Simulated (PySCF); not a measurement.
# ScHS (+2), a cluster of ions: interaction energy

The task here is to estimate one member of a computed series from the others.

Programs: PySCF 2.14.0. All values are calculated, for the isolated system unless a continuum is named. Atoms count from 0, parts from 1.

## Starting point

3 atoms, charge 2, multiplicity 1; geometry: GFN2-xTB. Parts: 1 = atom 0, `[Sc+3]`, charge 3; 2 = atoms 1–2, `[SH-]`, charge -1.

Set-up of the first run:

The job: settings as JSON, then the geometry in Å.

```
{"job": {"xc": "PBE0", "basis": "def2-SVPD", "d3": "d3bj", "grid": 2, "kind": "geom", "shake": 0.01}, "charge": 2, "multiplicity": 1, "parts": [{"atoms": "0-0", "charge": 3, "multiplicity": 1}, {"atoms": "1-2", "charge": -1, "multiplicity": 1}]}
Sc     0.313069    -0.218837     0.068317
S      1.940617    -1.388756     1.459652
H      2.724131    -1.790231     0.335984
```

The run is started by

```
> OMP_NUM_THREADS=1 python cluster_run.py task.json out
```

The driver reads the jobs from task.json and runs them one after another.

Among the steps run: Relaxing the molecule at PBE0-D3(BJ)/def2-SVPD; Coupled-cluster interaction energy: CCSD(T) and MP2.

One of the session's tables, all rows but one given; the rest of the session is left out.

It belongs to the step «Coupled-cluster interaction energy: CCSD(T) and MP2». 

```
                 method  interaction energy (kcal/mol)
         HF/aug-cc-pVDZ                        -546.78
        MP2/aug-cc-pVDZ                        -573.31
       CCSD/aug-cc-pVDZ                        -566.45
    CCSD(T)/aug-cc-pVDZ                        -574.63
         HF/aug-cc-pVTZ                        -545.51
        MP2/aug-cc-pVTZ                              ?
    SCS-MP2/aug-cc-pVTZ                        -573.87
      MP2, extrapolated                        -582.09
CCSD(T), limit estimate                        -583.41
```

Estimate the missing values for MP2/aug-cc-pVTZ.

As computed: interaction energy (kcal/mol): -579.12. In the column «interaction energy (kcal/mol)» it lies between MP2, extrapolated (-582.09) and CCSD(T)/aug-cc-pVDZ (-574.63).

Caveats from the session: At this geometry a test (T1, the size of the triples or of CCSD(T) less MP2, charge moved between the parts) flags the run, so its CCSD(T) estimate is not taken as a benchmark.
